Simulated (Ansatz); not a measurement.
# CH2BBrO3: up Jacob's ladder to CCSD(T)

One table from this session's results is given with a row withheld; the runs are named, their logs left out.

Program: Ansatz 0.2.0, Gaussian basis. Level of theory: functionals in def2-TZVPP, the program's frozen cores in correlated methods. These are calculated values, not measurements.

Plan: LDA (SPW92), PBE-D4, revPBE-D4, BLYP-D4, r2SCAN-D4, B97M-V, PBE0-D4, B3LYP-D4, r2SCANh-D4, r2SCAN0-D4, HSE06-D4, BHLYP-D4, CAM-B3LYP-D4, LC-ωPBE, ωB97X-V, ωB97M-V, B2PLYP, PBE-QIDH; CCSD(T)/def2-SVP; CCSD(T)/def2-TZVPP; MP2/def2-QZVPP; extrapolation to the limit; RPA on PBE.

## The relaxed structure

All runs share one geometry, relaxed beforehand with PBE0-D4 in a triple-zeta def2 set.

8 atoms, charge 0, spin multiplicity 1.

Atoms are counted from 1 here; the program's logs count them from 0.

Bond lengths: O1–B2 1.333 Å, O1–H7 0.960 Å, B2–O3 1.392 Å, B2–O6 1.397 Å, O3–C4 1.404 Å, C4–Br5 1.936 Å, C4–O6 1.408 Å, C4–H8 1.089 Å. Angles: B2–O1–H7 114.3°, O1–B2–O3 129.8°, O1–B2–O6 133.1°, O3–B2–O6 97.1°, B2–O3–C4 83.6°, O3–C4–Br5 113.2°, O3–C4–O6 96.0°, O3–C4–H8 113.9°, Br5–C4–O6 113.0°, Br5–C4–H8 107.0°, O6–C4–H8 113.8°, B2–O6–C4 83.3°.

Set-up of the first run:

The input, in.yaml:

```yaml
crystal:
  periodic: [false, false, false]
  atoms:
    - {symbol: O, position_ang: [-0.781551, -1.874320, -0.581637]}
    - {symbol: B, position_ang: [-0.248880, -0.692029, -0.271015]}
    - {symbol: O, position_ang: [1.028232, -0.197430, -0.517863]}
    - {symbol: C, position_ang: [0.528449, 0.961364, 0.098177]}
    - {symbol: Br, position_ang: [1.488134, 1.441054, 1.709172]}
    - {symbol: O, position_ang: [-0.756746, 0.447723, 0.356713]}
    - {symbol: H, position_ang: [-1.694292, -1.982682, -0.303501]}
    - {symbol: H, position_ang: [0.528755, 1.839019, -0.545745]}
basis:
  gaussian: {orbitals: def2-TZVPP}
hamiltonian: {xc: lda}
output: {orbitals: {seedname: orbitals}}
```

On the command line:

```sh
$ ansatz run in.yaml --threads 4 --pin off --events-out ev --progress --plain --max-ram 10444MiB
```

Among the steps run: LDA; PBE-D4 (GGA); revPBE-D4 (GGA); BLYP-D4 (GGA); r2SCAN-D4 (meta-GGA); B97M-V (meta-GGA); PBE0-D4 (hybrid); B3LYP-D4 (hybrid); r2SCANh-D4 (hybrid); r2SCAN0-D4 (hybrid); HSE06-D4 (hybrid); BHLYP-D4 (hybrid); CAM-B3LYP-D4 (range-separated); LC-ωPBE (range-separated); ωB97X-V (range-separated); ωB97M-V (range-separated); B2PLYP (double hybrid); PBE-QIDH (double hybrid).

One table of the session follows, with a row left open; its other results are not shown here.

It belongs to the step «Frontier levels by functional». 

```
  functional  HOMO (eV)  gap (eV)
 LDA (SPW92)      -7.28      5.79
      PBE-D4      -7.09      5.85
   revPBE-D4      -7.02      5.89
     BLYP-D4      -6.93      5.76
   r2SCAN-D4      -7.42      6.44
      B97M-V      -7.50      6.62
     PBE0-D4      -8.44      8.24
    B3LYP-D4      -8.18      7.67
  r2SCANh-D4      -7.92      7.31
  r2SCAN0-D4      -8.66      8.61
    HSE06-D4      -8.04      7.45
    BHLYP-D4      -9.64     10.48
CAM-B3LYP-D4      -9.83     10.70
     LC-ωPBE     -11.26     13.40
     ωB97X-V          ?         ?
     ωB97M-V     -10.73     12.43
```

**Question.** Estimate the row for ωB97X-V.

**Answer.** HOMO (eV): -10.87; gap (eV): 12.89. In the column «HOMO (eV)» it lies between LC-ωPBE (-11.26) and ωB97M-V (-10.73).
